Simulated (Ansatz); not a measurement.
# Te2Mo: the cost of one run

Computed with Ansatz 0.2.0 (reference: DFT, HSE06, plane waves, PAW, unless a step's input says otherwise).

6 further runs of the same task are left out: 2 for a known fault of the program, 4 that didn't finish.

## (1) Starting point

It takes space group Fm-3m (No. 225, cubic). Conventional cell: a = 6.630 Å, b = 6.630 Å, c = 6.630 Å, α = 90.00°, β = 90.00°, γ = 90.00°. Mo (site symmetry m-3m) has 8 Te at 2.87 Å as nearest neighbours. Te (site symmetry -43m) has 4 Mo at 2.87 Å as nearest neighbours.

As a file:

```cif
data_structure
_symmetry_space_group_name_H-M 'P 1'
_symmetry_Int_Tables_number 1
_cell_length_a 4.6879
_cell_length_b 4.6879
_cell_length_c 4.6879
_cell_angle_alpha 60.000
_cell_angle_beta 60.000
_cell_angle_gamma 60.000
_cell_volume 72.85
loop_
_atom_site_label
_atom_site_type_symbol
_atom_site_fract_x
_atom_site_fract_y
_atom_site_fract_z
_atom_site_occupancy
Mo1 Mo 0.00000 0.00000 0.00000 1
Te1 Te 0.25000 0.25000 0.25000 1
Te2 Te 0.75000 0.75000 0.75000 1
```

## (2) Baseline

input.yaml reads:

```yaml
crystal:
  lattice:
    - [0.0, 3.3148317878, 3.3148317878]
    - [3.3148317878, 0.0, 3.3148317878]
    - [3.3148317878, 3.3148317878, 0.0]
  atoms:
    - { symbol: Mo, position: [0.0, 0.0, 0.0] }
    - { symbol: Te, position: [0.25, 0.25, 0.25] }
    - { symbol: Te, position: [0.75, 0.75, 0.75] }
kpoints:
  mp_grid: { grid: [4, 4, 4] }
hamiltonian:
  xc: hse06
scf:
  occupations: { method: fermi_dirac, width: 0.02 }
  n_extra_bands: 4
output:
  forces: true
  stress: true
  eigenvalues: true
```

Run with:

```sh
> ansatz run input.yaml --threads 4 --pin off --max-ram 3686MiB --backend cpu --events-out ev --progress --plain --runs-dir out
```

What time and memory should one allow on 4 threads of an x86-64 CPU, shared host?

About 8.3 s, with a peak of 1 GiB.
